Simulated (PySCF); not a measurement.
**How the numerical set-up moves the result for IF4**

Aim: see how much the energy and properties of IF4 depend on the numerical set-up.

Method: each script names its method and basis; program: PySCF 2.14.0.

2 further runs of the same task are left out: 2 that didn't finish.

**1. The system as given**

IF4: 5 atoms, charge 0, spin multiplicity 2.

Bond lengths: I1–F2 1.953 Å, I1–F3 1.953 Å, I1–F4 1.953 Å, I1–F5 1.953 Å. Angles: F2–I1–F3 163.7°, F2–I1–F4 88.8°, F2–I1–F5 88.9°, F3–I1–F4 88.9°, F3–I1–F5 88.8°, F4–I1–F5 163.7°.

As a file:

```xyz
5
charge 0, multiplicity 2
I     0.0000    0.0000    0.1017
F     1.9332    0.0002   -0.1749
F    -1.9332   -0.0001   -0.1749
F    -0.0001    1.9332   -0.1744
F     0.0001   -1.9331   -0.1753
```

**2. Base script**

File input.py:

```python
from pyscf import gto, scf, mp

mol = gto.M(
    atom='I 0 0 0.1017; F 1.9332 0.0002 -0.1749; F -1.9332 -0.0001 -0.1749; F -0.0001 1.9332 -0.1744; F 0.0001 -1.9331 -0.1753',
    basis='3-21g',
    charge=0,
    spin=1,
    verbose=4,
)
mf = scf.UHF(mol)
mf.kernel()
mp.MP2(mf, frozen=22).kernel()
mf.dip_moment()
print('orbital energies (hartree):', [e[max(0, n-3):n+3].round(4) for e, n in zip(mf.mo_energy, mol.nelec)])
```

On the command line:

```
> OMP_NUM_THREADS=1 python input.py
```

**3. Sbkjc (core potential on)**

Variant 1 changes basis set: 3-21g → sbkjc; core potential: off → on; frozen orbitals: 22 → none. The core potential changes with it: totals don't compare.

Changes to input.py since step 2:

```diff
@@ -4,3 +4,4 @@
     atom='I 0 0 0.1017; F 1.9332 0.0002 -0.1749; F -1.9332 -0.0001 -0.1749; F -0.0001 1.9332 -0.1744; F 0.0001 -1.9331 -0.1753',
-    basis='3-21g',
+    basis='sbkjc',
+    ecp={'I': 'sbkjc', 'F': 'sbkjc'},
     charge=0,
@@ -11,3 +12,3 @@
 mf.kernel()
-mp.MP2(mf, frozen=22).kernel()
+mp.MP2(mf).kernel()
 mf.dip_moment()
```

**4. Cartesian functions on**

Variant 2 changes Cartesian functions: off → on.

Changes to input.py since step 2:

```diff
@@ -7,2 +7,3 @@
     spin=1,
+    cart=True,
     verbose=4,
```

Q: Predict the outcome of this session. Wanted: for each run, E(SCF); from base; gap, α spin; SCF dipole; after the SCF.

**Answer**, as computed:

| run | E(SCF) (hartree) | from base (eV) | cycles | gap, α spin (eV) | SCF dipole (D) | functions | after the SCF |
| --- | --- | --- | --- | --- | --- | --- | --- |
| base | -7282.619235 | 0 | 14 | 14.07 | 1.44 | 67 | MP2 correlation -14.579 eV, core frozen |
| sbkjc (core potential on) | -106.305652 | not comparable | 13 | 14.02 | 1.57 | 40 | MP2 correlation -13.320 eV |
| Cartesian functions on | -7283.154446 | -14.5638 | 14 | 14.07 | 1.44 | 69 | MP2 correlation -14.617 eV, core frozen |

What this shows: Total energies from different bases, Hamiltonians or methods carry different errors, so properties are taken as differences within one set-up.
